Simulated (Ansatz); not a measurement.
Input of an Ansatz 0.2.0 run:

input

```
crystal:
  lattice:
    - [-1.37004, 1.37004, 9.71647]
    - [1.37004, -1.37004, 9.71647]
    - [1.37004, 1.37004, -9.71647]
  atoms:
    - { symbol: Ni, position: [0.19862, 0.19862, 0.0], spin: 1.0 }
    - { symbol: Mo, position: [0.60922, 0.60922, 0.0], spin: 1.0 }
    - { symbol: Pd, position: [0.7931, 0.7931, 0.0] }
    - { symbol: Ir, position: [0.39944, 0.39944, 0.0], spin: 0.6 }
    - { symbol: W, position: [0.99565, 0.99565, 0.0] }
hamiltonian:
  xc: lda
  pseudopotentials: { kind: paw }
magnetization:
  spin_polarized: true
kpoints:
  mp_grid: { grid: [10, 10, 10] }
scf:
  occupations: { method: fermi_dirac, width: 0.05 }
output:
  forces: true
  stress: true
  eigenvalues: true
relax:
  f_tol: 0.01
  max_steps: 40
  cell: { stress_tol: 0.05 }
```

(1) Predict the relaxed cell.

(2) What does it give for the absolute moment?

(3) What does it give for the space group after relaxing (to 0.05 Å)?

(4) What does it give for the net moment?

Answers

(1) a = 9.731 Å, b = 9.731 Å, c = 9.731 Å, α = 164.14°, β = 164.14°, γ = 22.50°.

(2) 0.00 μB per cell.

(3) I4mm (No. 107).

(4) 0.00 μB per cell.

Caveat: the starting moments weren't kept.
